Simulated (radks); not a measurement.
# Er⁺ in [Xe] 4f12 6s1: an all-electron calculation

Aim: the levels, the sizes of the orbitals and the parts of the energy of the erbium ion Er+.

The numbers are computed with radks (a radial shooting solver on a logarithmic mesh, Libxc functionals) version 1 (scalar-relativistic Kohn-Sham, TASK exchange with Perdew-Wang LDA correlation, spin-polarised, spherical densities, finite nucleus; open shells are filled with parallel spins first), except any that are marked as measured or tabulated.

### Step 1. The system

- element: erbium (Z = 68)
- charge: +1
- electrons: 67
- configuration: [Xe] 4f12 6s1
- nuclear rms radius: 5.2516 fm

The outer shells:

Er⁺
```
[Xe] core
4f [↑↓][↑↓][↑↓][↑↓][↑↓][↑ ][↑ ]
6s [↑ ]
```

### Step 2. Self-consistent calculation

Input:

```text
Z 68
configuration [Xe] 4f12 6s1
relativity scalar-relativistic
functional task,pw
spin polarised
nucleus finite rms 5.2516 fm
c 137.035999084
```

What does the calculation give?

The runs gave:

```
                        quantity                   value
                    total energy     -13084.1698 hartree
exchange-correlation share of it                  2.11 %
                            −T/E                  1.0839
          highest occupied level      4f down, -7.810 eV
    most extended occupied level  6s up, <r> = 3.73 bohr
 radius at density 0.001 e/bohr³               4.45 bohr
    maxima of the radial density                       4
         ionisation energy, NIST    11.92 (semi-emp.) eV
```

What this shows: 6 principal shells are occupied and 4 maxima appear in the radial density; where shells overlap, one shows as a shoulder or not at all. −T/E is 1.084: with relativity the kinetic term as defined here no longer equals −E. The top level binds by 7.810 eV, 66 % of the NIST ionisation energy of 11.92 eV; the potential of a semilocal functional falls off too fast, so its top eigenvalue is too shallow. Open shells are spherical and high-spin; term and fine-structure splittings are not resolved. Spin-orbit splitting is averaged out at the scalar-relativistic level.
